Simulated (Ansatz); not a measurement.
# Sn2TeO2: one candidate of a structure search

Where does this trial cell of Sn2TeO2 go when cell and atoms are let free?

Program: Ansatz 0.2.0. Level of theory: DFT PBE, scalar-relativistic, plane waves, PAW. These are calculated values, not measurements.

## Step 1: The starting structure

It takes space group Cmmm (No. 65, orthorhombic). The conventional cell has a = 6.716 Å, b = 8.748 Å, c = 4.331 Å, α = 90.00°, β = 90.00°, γ = 90.00°. Sn (site symmetry m2m) has 2 O at 2.50 Å and 1 Sn at 2.50 Å as nearest neighbours. Te (site symmetry mmm) is surrounded by 2 O at 2.17 Å. Around O (site symmetry mmm) lie 2 Te at 2.17 Å. O (site symmetry mmm) is surrounded by 4 Sn at 2.50 Å.

Structure file:

```
Sn Te O
1.0
     3.35798   -4.37408    0.00000
     3.35798    4.37408    0.00000
     0.00000    0.00000    4.33067
Sn Te O
2 1 2
Direct
  0.64309 0.35691 0.50000
  0.35691 0.64309 0.50000
  0.00000 0.00000 0.50000
  0.00000 0.00000 0.00000
  0.50000 0.50000 0.00000
```

Recipe of the guess: random cell by space group and Wyckoff sites (Cmmm, No. 65). The dimensions are guesses.

## Step 2: Probe: one point on a coarse mesh

input.yaml

```yaml
crystal:
  lattice:
    - [3.35798087, -4.37407717, 0.0]
    - [3.35798087, 4.37407717, 0.0]
    - [0.0, 0.0, 4.33067479]
  atoms:
    - { symbol: Sn, position: [0.64309117, 0.35690883, 0.5] }
    - { symbol: Sn, position: [0.35690883, 0.64309117, 0.5] }
    - { symbol: Te, position: [0.0, 0.0, 0.5] }
    - { symbol: O, position: [0.0, 0.0, 0.0] }
    - { symbol: O, position: [0.5, 0.5, 0.0] }
basis:
  ecutwfc: 420
kpoints:
  mp_grid: { grid: [4, 4, 4] }
hamiltonian:
  xc: pbe
scf:
  occupations: { method: gaussian, width: 0.1 }
  lower_state_search: "off"
output:
  forces: true
  stress: true
  eigenvalues: true
```

Command:

```console
> ansatz run input.yaml --threads 1 --pin off --max-ram 2560MiB --backend cpu --events-out ev --progress --plain --runs-dir out
```

Output (excerpt; [...] marks lines left out):

```text
Warning: RAYON_NUM_THREADS=1 ignored (pool sized by the plan → 1); use --threads N
[...]
Pseudopotentials: kind: paw
Pseudopotential: Sn, paw, valence charge 14, recommended cutoff 420 eV (normal), Sn.paw.azcp
Pseudopotential: Te, paw, valence charge 16, recommended cutoff 420 eV (normal), Te.paw.azcp
Pseudopotential: O, paw, valence charge 6, recommended cutoff 420 eV (normal), O.paw.azcp
Functional definition: PBE
[...]
Crystal: 5 atoms, lattice volume = 127.218 Å³
Basis set: ecut = 420 eV, 2511 PW (Γ), exchange–correlation on 80×80×60 points (8 copies of the dense FFT grid, shifted against one another)
Bands: 34, of which v1, the nominal top of the filled ones, is band 28 counted from 1 (27 counted from 0)
Symmetry: 8 space group operations
Space group: Cmmm (ITA 65), of the structure as read, at distance tolerance 5.0e-5 Å
k-points: 21 of 64
[...]
SCF iter   1: F=—  HF=-20158.605868 eV  |F-HF|=—  |Δ(HF+E_count)|=         —  Δρ=6.69e-3  dr2=8.30e-2  ethr=1.77e-3  ⟨swp⟩=6.9  Hψ=3335  notcnv=0
[...]
SCF iter   9: F=-20158.595643 eV  HF=-20158.595643 eV  |F-HF|=4.83e-8  |Δ(HF+E_count)|=   3.60e-7  Δρ=5.06e-6  dr2=7.30e-8  ethr=1.79e-10  ⟨swp⟩=10.1  Hψ=3466  notcnv=0
[...]
SCF converged after 9 iterations
Free energy (F): -20158.595643 eV
[...]
E sigma→0 (E₀):  -20158.592999 eV
Entropy (-TS):   -0.005287 eV (-1.057 meV/atom)
Fermi energy:    6.577348 eV
[...]
--- Forces (eV/Å), atoms counted from 1 ---
  atom   1  Sn     0.00000000    -2.85723011     0.00000000
  atom   2  Sn     0.00000000     2.85723011     0.00000000
  atom   3  Te     0.00000000     0.00000000     0.00000000
  atom   4  O      0.00000000     0.00000000     0.00000000
  atom   5  O     -0.00000000     0.00000000     0.00000000
[...]
--- Stress (GPa, compression-positive) ---
       -1.878135       0.000000       0.000000
        0.000000      10.754250       0.000000
        0.000000       0.000000     -15.501419
  P = ⅓ Tr σ = -2.2084 GPa (-22.084 kbar)
--- Band table (eV; the first three rows and the last of 21) ---
[...]
```

Run time: 2.8 s. Hardware: 1 thread of Intel Xeon 6975P-C (Granite Rapids), shared host; peak memory 0.44 GiB.

From the probe: pressure -2.2 GPa, largest force 2.86 eV/Å, gap on this mesh none (metal). A guess like this is first relaxed loosely on the coarse mesh.

## Step 3: Rough relaxation on the coarse mesh

Changes to input.yaml since step 2:

```diff
@@ -24 +24,6 @@
   eigenvalues: true
+relax:
+  adjacent_minimum: "off"
+  f_tol: 0.04
+  max_steps: 70
+  cell: { stress_tol: 0.4 }
```

Command:

```console
> ansatz run input.yaml --threads 1 --pin off --max-ram 2560MiB --backend cpu --events-out ev --progress --plain --runs-dir out
```

Output:

```text
Warning: RAYON_NUM_THREADS=1 ignored (pool sized by the plan → 1); use --threads N
Engine: ansatz 0.2.0, x86_64-unknown-linux-gnu
[... 5 set-up lines as earlier in the session ...]
  parameter kappa = 0.804
  parameter beta = 0.06672455060314922
  exchange = pbe_x(kappa = kappa, mu = beta*pi^2/3)
  correlation = pbe_c(beta = beta)
Crystal: 5 atoms, lattice volume = 127.218 Å³
Basis set: ecut = 420 eV, 2511 PW (Γ), exchange–correlation on 80×80×60 points (8 copies of the dense FFT grid, shifted against one another)
Bands: 34, of which v1, the nominal top of the filled ones, is band 28 counted from 1 (27 counted from 0)
[... 2 set-up lines as earlier in the session ...]
k-points: 21 of 64
Non-local potential: Sn, projectors of the file, l = 0: 2, l = 1: 2, l = 2: 2, l = 3: 2
Non-local potential: Te, projectors of the file, l = 0: 2, l = 1: 2, l = 2: 2, l = 3: 2
Non-local potential: O, projectors of the file, l = 0: 2, l = 1: 2, l = 2: 1
PAW form: soft (Blöchl's): semilocal exchange-correlation on the pseudo side does not see the compensation charge
PAW one-centre angular grid: Sn, 590 points (default); XC on 64 Gauss nodes
PAW one-centre angular grid: Te, 590 points (default); XC on 64 Gauss nodes
PAW one-centre angular grid: O, 110 points (default); XC on 64 Gauss nodes
Initial density: superposition of atomic densities (neutral atoms: chi_scale 0, normalization atom), corrected by the library's trained network
Initial wavefunctions: pseudopotential atomic-orbital guess
Functional: x = pbe(κ = 0.804, μ = 0.2195149727645171), c = pbe(β = 0.06672455060314922)
SCF iter   1: F=—  HF=-20158.605868 eV  |F-HF|=—  |Δ(HF+E_count)|=         —  Δρ=6.69e-3  dr2=8.30e-2  ethr=1.77e-3  ⟨swp⟩=6.9  Hψ=3335  notcnv=0
preconditioner: auto → LDOS  [metal: Δε(μ)=0.132 eV  Ē_g=15.485 eV  σ=0.100 eV  W_gap=0.48  n_scr=34 (ndim 8)  ℏωp=22.3 eV  f_vac=0.111  D(μ)=0.99/eV (n_scr^D=4)  β→1.0]
SCF iter   2: F=—  HF=-20158.610473 eV  |F-HF|=—  |Δ(HF+E_count)|=   4.61e-3  Δρ=9.05e-3  dr2=1.20e-1  ethr=1.48e-4  ⟨swp⟩=2.0  Hψ=1257  notcnv=0  defer=20
preconditioner: auto → Kerker (q_TF=auto, 2.380 Å⁻¹)  [metal: Δε(μ)=0.090 eV  Ē_g=15.482 eV  σ=0.100 eV  W_gap=0.46  n_scr=34 (ndim 8)  ℏωp=22.3 eV  f_vac=0.113  D(μ)=0.95/eV (n_scr^D=0)  β→0.5]
SCF iter   3: F=—  HF=-20158.595466 eV  |F-HF|=—  |Δ(HF+E_count)|=   1.50e-2  Δρ=9.14e-4  dr2=1.86e-3  ethr=1.48e-4  ⟨swp⟩=2.0  Hψ=971  notcnv=0  defer=20
SCF iter   4: F=—  HF=-20158.595653 eV  |F-HF|=—  |Δ(HF+E_count)|=   1.87e-4  Δρ=5.34e-4  dr2=3.50e-4  ethr=3.33e-6  ⟨swp⟩=2.3  Hψ=1023  notcnv=0  defer=9
SCF iter   5: F=—  HF=-20158.595675 eV  |F-HF|=—  |Δ(HF+E_count)|=   2.20e-5  Δρ=2.93e-4  dr2=1.14e-4  ethr=6.24e-7  ⟨swp⟩=2.0  Hψ=927  notcnv=0  defer=9
SCF iter   6: F=—  HF=-20158.595678 eV  |F-HF|=—  |Δ(HF+E_count)|=   2.64e-6  Δρ=9.16e-5  dr2=1.87e-5  ethr=2.04e-7  ⟨swp⟩=2.0  Hψ=785  notcnv=0  defer=9
SCF iter   7: F=—  HF=-20158.595638 eV  |F-HF|=—  |Δ(HF+E_count)|=   3.96e-5  Δρ=4.29e-5  dr2=4.97e-6  ethr=3.33e-8  ⟨swp⟩=2.0  Hψ=845  notcnv=0  defer=6
SCF iter   8: F=—  HF=-20158.595642 eV  |F-HF|=—  |Δ(HF+E_count)|=   4.08e-6  Δρ=1.22e-5  dr2=4.99e-7  ethr=8.87e-9  ⟨swp⟩=2.0  Hψ=892  notcnv=0  defer=6
SCF iter   9: F=-20158.595643 eV  HF=-20158.595643 eV  |F-HF|=4.82e-8  |Δ(HF+E_count)|=   3.60e-7  Δρ=5.06e-6  dr2=7.30e-8  ethr=1.79e-10  ⟨swp⟩=10.1  Hψ=3465  notcnv=0
SCF 1 converged in 9 iterations: F = -20158.595643 eV  dr2 = 7.30e-8
relax step   1: F+E_penalty+E_count = -20158.59564274 eV  Δ(F+E_penalty+E_count) = +0.000e0 eV  max|allowed force component| = 2.857e0 eV/Å  Δτ_max = 0.0000 Å  P = -2.208 GPa  Ω = 127.218 Å³  (9 SCF iters, dr2 threshold 1.00e-7 eV, accepted)
Crystal: 5 atoms, lattice volume = 122.470 Å³
Basis set: ecut = 420 eV, 2397 PW (Γ), exchange–correlation on 80×80×60 points (8 copies of the dense FFT grid, shifted against one another)
Initial density: handed on by an earlier stage of this run
Initial wavefunctions: those handed on with the density
iter 1 solved again at ethr=5.88e-4 eV; its pass at ethr=3.10e-3 eV (dr2=3.29e-1 eV) is discarded
SCF iter   1: F=—  HF=-20159.478745 eV  |F-HF|=—  |Δ(HF+E_count)|=         —  Δρ=1.34e-2  dr2=3.28e-1  ethr=5.88e-4  ⟨swp⟩=1.0  Hψ=3844  notcnv=0
preconditioner: auto → LDOS  [insulator: Δε(μ)=0.113 eV  Ē_g=15.612 eV  σ=0.100 eV  W_gap=0.52  n_scr=30 (ndim 8)  ℏωp=22.8 eV  f_vac=0.077  D(μ)=1.11/eV (n_scr^D=4)  ε∞_Penn≈3.1  β→1.0]
SCF iter   2: F=—  HF=-20159.502415 eV  |F-HF|=—  |Δ(HF+E_count)|=   2.37e-2  Δρ=1.57e-2  dr2=4.59e-1  ethr=5.86e-4  ⟨swp⟩=3.5  Hψ=1479  notcnv=0
SCF iter   3: F=—  HF=-20159.408697 eV  |F-HF|=—  |Δ(HF+E_count)|=   9.37e-2  Δρ=1.25e-3  dr2=1.07e-3  ethr=5.86e-4  ⟨swp⟩=3.0  Hψ=1541  notcnv=0  defer=22
SCF iter   4: F=—  HF=-20159.409545 eV  |F-HF|=—  |Δ(HF+E_count)|=   8.48e-4  Δρ=6.77e-4  dr2=6.34e-4  ethr=1.91e-6  ⟨swp⟩=2.1  Hψ=1178  notcnv=0  defer=22
SCF iter   5: F=—  HF=-20159.409460 eV  |F-HF|=—  |Δ(HF+E_count)|=   8.54e-5  Δρ=1.33e-4  dr2=1.47e-5  ethr=1.13e-6  ⟨swp⟩=2.0  Hψ=896  notcnv=0  defer=22
SCF iter   6: F=—  HF=-20159.409451 eV  |F-HF|=—  |Δ(HF+E_count)|=   8.84e-6  Δρ=2.51e-5  dr2=5.86e-7  ethr=2.62e-8  ⟨swp⟩=2.0  Hψ=1178  notcnv=0  defer=22
SCF iter   7: F=-20159.409452 eV  HF=-20159.409452 eV  |F-HF|=3.10e-9  |Δ(HF+E_count)|=   8.27e-7  Δρ=6.85e-6  dr2=6.16e-8  ethr=8.93e-10  ⟨swp⟩=10.1  Hψ=3299  notcnv=0
SCF 2 converged in 7 iterations: F = -20159.409452 eV  dr2 = 6.16e-8
relax step   2: F+E_penalty+E_count = -20159.40945185 eV  Δ(F+E_penalty+E_count) = -8.138e-1 eV  max|allowed force component| = 4.937e-1 eV/Å  Δτ_max = 0.1472 Å  P = -1.943 GPa  Ω = 122.470 Å³  energy of the carried Pulay correction = +6.278e-3 eV  (7 SCF iters, dr2 threshold 5.00e-7 eV, accepted)
Crystal: 5 atoms, lattice volume = 121.251 Å³
Basis set: ecut = 420 eV, 2377 PW (Γ), exchange–correlation on 80×80×60 points (8 copies of the dense FFT grid, shifted against one another)
iter 1 solved again at ethr=7.17e-5 eV; its pass at ethr=3.10e-3 eV (dr2=4.01e-2 eV) is discarded
SCF iter   1: F=—  HF=-20159.649859 eV  |F-HF|=—  |Δ(HF+E_count)|=         —  Δρ=5.66e-3  dr2=4.02e-2  ethr=7.17e-5  ⟨swp⟩=1.0  Hψ=4257  notcnv=0
preconditioner: auto → LDOS  [metal: Δε(μ)=0.085 eV  Ē_g=15.736 eV  σ=0.100 eV  W_gap=0.44  n_scr=30 (ndim 8)  ℏωp=22.9 eV  f_vac=0.079  D(μ)=1.00/eV (n_scr^D=4)  β→1.0]
SCF iter   2: F=—  HF=-20159.648734 eV  |F-HF|=—  |Δ(HF+E_count)|=   1.12e-3  Δρ=3.87e-3  dr2=2.53e-2  ethr=7.17e-5  ⟨swp⟩=2.4  Hψ=1328  notcnv=0
SCF iter   3: F=—  HF=-20159.642412 eV  |F-HF|=—  |Δ(HF+E_count)|=   6.32e-3  Δρ=8.30e-4  dr2=1.36e-3  ethr=4.52e-5  ⟨swp⟩=2.0  Hψ=1310  notcnv=0
SCF iter   4: F=—  HF=-20159.642145 eV  |F-HF|=—  |Δ(HF+E_count)|=   2.67e-4  Δρ=1.91e-4  dr2=3.72e-5  ethr=2.42e-6  ⟨swp⟩=2.0  Hψ=1163  notcnv=0
SCF iter   5: F=—  HF=-20159.642156 eV  |F-HF|=—  |Δ(HF+E_count)|=   1.13e-5  Δρ=6.72e-5  dr2=4.68e-6  ethr=6.64e-8  ⟨swp⟩=2.0  Hψ=1003  notcnv=0
SCF iter   6: F=-20159.642157 eV  HF=-20159.642157 eV  |F-HF|=5.71e-8  |Δ(HF+E_count)|=   5.50e-8  Δρ=7.68e-6  dr2=5.16e-8  ethr=8.93e-10  ⟨swp⟩=6.5  Hψ=3743  notcnv=0
SCF 3 converged in 6 iterations: F = -20159.642157 eV  dr2 = 5.16e-8
relax step   3: F+E_penalty+E_count = -20159.64215657 eV  Δ(F+E_penalty+E_count) = -2.327e-1 eV  max|allowed force component| = 2.191e-1 eV/Å  Δτ_max = 0.0480 Å  P = -0.910 GPa  Ω = 121.251 Å³  energy of the carried Pulay correction = +7.930e-3 eV  (6 SCF iters, dr2 threshold 5.00e-7 eV, accepted)
[... 11 lines left out ...]
relax step   4: F+E_penalty+E_count = -20159.70521478 eV  Δ(F+E_penalty+E_count) = -6.306e-2 eV  max|allowed force component| = 1.116e-1 eV/Å  Δτ_max = 0.0260 Å  P = +1.056 GPa  Ω = 115.731 Å³  energy of the carried Pulay correction = +1.561e-2 eV  (6 SCF iters, dr2 threshold 5.00e-7 eV, accepted)
[... 11 lines left out ...]
relax step   5: F+E_penalty+E_count = -20159.71696152 eV  Δ(F+E_penalty+E_count) = -1.175e-2 eV  max|allowed force component| = 4.373e-2 eV/Å  Δτ_max = 0.0421 Å  P = -0.117 GPa  Ω = 119.226 Å³  energy of the carried Pulay correction = +1.071e-2 eV  (6 SCF iters, dr2 threshold 5.00e-7 eV, accepted)
[... 9 lines left out ...]
relax step   6: F+E_penalty+E_count = -20159.71982229 eV  Δ(F+E_penalty+E_count) = -2.861e-3 eV  max|allowed force component| = 7.302e-3 eV/Å  Δτ_max = 0.0078 Å  P = +0.008 GPa  Ω = 118.315 Å³  energy of the carried Pulay correction = +1.197e-2 eV  (5 SCF iters, dr2 threshold 1.20e-7 eV, accepted)
[... 11 lines left out ...]
relax step   7: F+E_penalty+E_count = -20159.74289471 eV  Δ(F+E_penalty+E_count) = -2.307e-2 eV  max|allowed force component| = 3.870e-3 eV/Å  Δτ_max = 0.0000 Å  P = +0.209 GPa  Ω = 118.315 Å³  stress off target by 8.13e-1 GPa  SCF on the basis re-selected at this cell (its energy is not comparable with the rows above)  (6 SCF iters)
[... 11 lines left out ...]
relax step   8: F+E_penalty+E_count = -20159.74713821 eV  Δ(F+E_penalty+E_count) = -4.243e-3 eV  max|allowed force component| = 5.270e-2 eV/Å  Δτ_max = 0.0170 Å  P = +0.233 GPa  Ω = 118.757 Å³  energy of the carried Pulay correction = -5.098e-4 eV  (5 SCF iters, dr2 threshold 5.00e-7 eV, accepted)
[... 10 lines left out ...]
relax step   9: F+E_penalty+E_count = -20159.74658719 eV  Δ(F+E_penalty+E_count) = +5.510e-4 eV  max|allowed force component| = 2.693e-2 eV/Å  Δτ_max = 0.0027 Å  P = -0.056 GPa  Ω = 119.494 Å³  energy of the carried Pulay correction = -1.604e-3 eV  (5 SCF iters, dr2 threshold 1.74e-7 eV, accepted)
iter 1 solved again at ethr=2.33e-7 eV; its pass at ethr=3.10e-3 eV (dr2=1.30e-4 eV) is discarded
SCF iter   1: F=—  HF=-20159.747966 eV  |F-HF|=—  |Δ(HF+E_count)|=         —  Δρ=1.45e-4  dr2=1.56e-6  ethr=2.33e-7  ⟨swp⟩=3.2  Hψ=5207  notcnv=0
preconditioner: auto → LDOS  [insulator: Δε(μ)=0.148 eV  Ē_g=15.809 eV  σ=0.100 eV  W_gap=0.58  n_scr=26 (ndim 8)  ℏωp=23.0 eV  f_vac=0.086  D(μ)=1.29/eV (n_scr^D=6)  ε∞_Penn≈3.1  β→1.0]
SCF iter   2: F=—  HF=-20159.748472 eV  |F-HF|=—  |Δ(HF+E_count)|=   5.06e-4  Δρ=2.44e-5  dr2=6.14e-7  ethr=2.78e-9  ⟨swp⟩=2.3  Hψ=1179  notcnv=0
SCF iter   3: F=—  HF=-20159.748472 eV  |F-HF|=—  |Δ(HF+E_count)|=   1.42e-7  Δρ=1.37e-5  dr2=2.37e-7  ethr=1.10e-9  ⟨swp⟩=2.0  Hψ=986  notcnv=0
SCF iter   4: F=—  HF=-20159.748472 eV  |F-HF|=—  |Δ(HF+E_count)|=   5.14e-8  Δρ=4.02e-6  dr2=1.50e-8  ethr=4.22e-10  ⟨swp⟩=2.0  Hψ=796  notcnv=0
SCF iter   5: F=-20159.748472 eV  HF=-20159.748472 eV  |F-HF|=5.13e-10  |Δ(HF+E_count)|=  5.09e-11  Δρ=9.21e-7  dr2=1.12e-9  ethr=5.71e-12  ⟨swp⟩=6.9  Hψ=3113  notcnv=0
SCF 10 converged in 5 iterations: F = -20159.748472 eV  dr2 = 1.12e-9
relax step  10: F+E_penalty+E_count = -20159.74847223 eV  Δ(F+E_penalty+E_count) = -1.885e-3 eV  max|allowed force component| = 2.748e-2 eV/Å  Δτ_max = 0.0000 Å  P = -0.030 GPa  Ω = 119.494 Å³  stress off target by 8.50e-2 GPa  SCF on the basis re-selected at this cell (its energy is not comparable with the rows above)  (5 SCF iters)
basis re-selected at this cell: Δ(F+E_penalty+E_count) = -1.885e-3 eV, ΔP = +0.026 GPa vs the last step (what re-selecting the basis moved, of the pressure what is left beyond the Pulay correction that the steps carried, after the strain that the cell walked since its last selection, with what the two solves' SCF thresholds leave and, on support functions, any second-order correction that the steps lacked; it is no measure of the basis error at this ecutwfc). This SCF's stress stands 8.50e-2 GPa from its target on what of the cell is left free (relax.cell.stress_tol is 4.00e-1 GPa) and its largest allowed force component is 2.75e-2 eV/Å (relax.f_tol is 4.00e-2 eV/Å): within both
SCF converged after 5 iterations
Free energy (F): -20159.748472 eV
Harris-Foulkes:  -20159.748472 eV  (|F-HF|=5.13e-10)
Internal energy: -20159.742029 eV  (E = F + TS)
E sigma→0 (E₀):  -20159.745251 eV
Entropy (-TS):   -0.006443 eV (-1.289 meV/atom)
Fermi energy:    7.559809 eV
--- Per-component energies (eV) ---
  E_band       = -549.438711
  E_kinetic    = 896.905598
  E_local      = -4376.544079  (includes V_loc(G=0)·N_el)
  E_nonlocal   = -279.754223
  E_hartree    = 2421.889574
  E_xc         = -1035.813132
  E_vxc        = -482.127623  (∫ρ·V_xc dr)
  E_paw        = -13244.769927  (= ΣΔE_a)
  E_vpaw       = -1151.702248  (= ΣTr[D̂ρ^β])
  E_aug_tail   = 0.004566  (compensation charges beyond the density's cutoff)
  E_ewald      = -4541.660406
  E_smearing   = -0.006443  (= −TS)
  E_closure    = -0.000000  (closes the sum)
  Σ components = -20159.748472   (vs F -20159.748472, Δ=0.00e0)
--- Forces (eV/Å), atoms counted from 1 ---
  atom   1  Sn     0.00000000     0.02748431     0.00000000
  atom   2  Sn     0.00000000    -0.02748431     0.00000000
  atom   3  Te     0.00000000     0.00000000     0.00000000
  atom   4  O      0.00000000     0.00000000     0.00000000
  atom   5  O      0.00000000     0.00000000     0.00000000
  max |Σ_I F_I| component: 3.47e-18 eV/Å
--- Stress (GPa, compression-positive) ---
       -0.084955       0.000000       0.000000
        0.000000      -0.048554       0.000000
        0.000000       0.000000       0.043132
  P = ⅓ Tr σ = -0.0301 GPa (-0.301 kbar)
--- Band table (eV; the first three rows and the last of 21) ---
  k-point 0: bands = ["-29.9714", "-29.8753", "-29.8625", "-29.7645", "-29.7637", "-14.2131", "-14.1266", "-14.1135", "-14.0913", "-14.0634", "-14.0588", "-14.0585", "-14.0296", "-13.9980", "-13.9575", "-11.2511", "-9.7490", "-1.7816", "-0.0131", "1.2688", "1.4603", "2.3473", "2.9115", "3.6725", "5.9331", "6.1293", "6.4213", "6.4356", "7.3435", "7.6775", "11.5085", "11.9103", "13.0099", "14.2712"]
  k-point 1: bands = ["-29.9616", "-29.8767", "-29.8639", "-29.7644", "-29.7636", "-14.2101", "-14.1625", "-14.0906", "-14.0892", "-14.0627", "-14.0626", "-14.0505", "-14.0293", "-14.0033", "-13.9530", "-11.1051", "-9.6182", "-3.8912", "-0.1313", "1.9721", "2.8752", "3.2895", "3.4280", "4.4029", "5.5056", "6.0714", "6.2833", "6.7044", "6.7607", "7.6123", "9.0518", "11.3814", "12.7856", "14.2050"]
  k-point 2: bands = ["-29.9518", "-29.8780", "-29.8652", "-29.7644", "-29.7636", "-14.2070", "-14.1912", "-14.0899", "-14.0716", "-14.0668", "-14.0665", "-14.0386", "-14.0289", "-14.0088", "-13.9474", "-10.9365", "-9.4778", "-5.0331", "-0.7311", "3.2293", "3.7165", "4.2180", "4.2906", "4.4790", "4.6485", "5.1689", "6.2266", "6.8927", "7.1834", "7.1894", "9.3693", "11.3885", "11.6185", "12.5696"]
  k-point 20: bands = ["-29.9518", "-29.8780", "-29.8652", "-29.7644", "-29.7636", "-14.2194", "-14.1877", "-14.1256", "-14.0788", "-14.0561", "-14.0546", "-14.0521", "-14.0135", "-13.9912", "-13.9358", "-10.9332", "-9.4763", "-4.9280", "-0.4924", "0.9230", "3.3146", "3.8290", "4.1827", "4.7585", "6.0433", "6.2270", "6.6454", "7.0117", "9.0075", "9.3356", "10.0196", "10.5498", "10.5910", "10.5962"]
--- Relaxed structure (8 steps of the walk, 8 accepted, 2 SCFs on fresh bases) ---
  F+E_penalty+E_count = -20159.74847223 eV   max|allowed force component| = 2.748e-2 eV/Å   (the final SCF, on the basis selected at the relaxed cell)
  cell:  # Å, volume = 119.4941 Å³
    - [3.032545560360688, -4.980435600427903, 0.0]
    - [3.032545560360688, 4.980435600427903, 0.0]
    - [0.0, 0.0, 3.955867750233548]
  atoms:
    - { symbol: Sn, position: [0.6459141295618672, 0.354085870438133, 0.5] }
    - { symbol: Sn, position: [0.354085870438133, 0.6459141295618672, 0.5] }
    - { symbol: Te, position: [-8.923317237559913e-20, 8.92331723755986e-20, 0.5] }
    - { symbol: O, position: [-8.923317237559885e-20, 8.923317237559888e-20, 0.0] }
    - { symbol: O, position: [0.5, 0.5, 0.0] }
```

It took 27 s on 1 thread of Intel Xeon 6975P-C (Granite Rapids), shared host; peak memory 0.47 GiB.

The steps of the relaxation:

```
step  energy from step 1 (eV/cell)  largest force component (eV/Å)  pressure (GPa)  volume (Å³)
   1                        0.0000                          2.8572           -2.21       127.22
   2                       -0.8138                          0.4937           -1.94       122.47
   3                       -1.0465                          0.2191           -0.91       121.25
   4                       -1.1096                          0.1115            1.06       115.73
   5                       -1.1213                          0.0437           -0.12       119.23
   6                       -1.1242                          0.0073            0.01       118.31
   7                       -1.1473                          0.0039            0.21       118.31
   8                       -1.1515                          0.0527            0.23       118.76
   9                       -1.1509                          0.0269           -0.06       119.49
  10                       -1.1528                          0.0275           -0.03       119.49
```

Step 1 is the start. Steps 7, 10 each repeat the geometry before them on a plane-wave basis chosen anew, so the energy can jump there without any move.

Lengths and angles in the start's conventional setting:

|  | before | after | change |
| --- | --- | --- | --- |
| a (Å) | 6.716 | 6.065 | -9.7 % |
| b (Å) | 8.748 | 9.961 | +13.9 % |
| c (Å) | 4.331 | 3.956 | -8.7 % |
| volume (Å³/atom) | 25.44 | 23.90 | -6.1 % |
| shortest distance (Å) | 2.165 | 1.978 | -8.7 % |
| space group (0.01 Å) | Cmmm | Cmmm | same |

Forces and stress were held to the start's 8 operations: a distortion of lower symmetry was not tested.

(Part 1 of 2 ends here.)
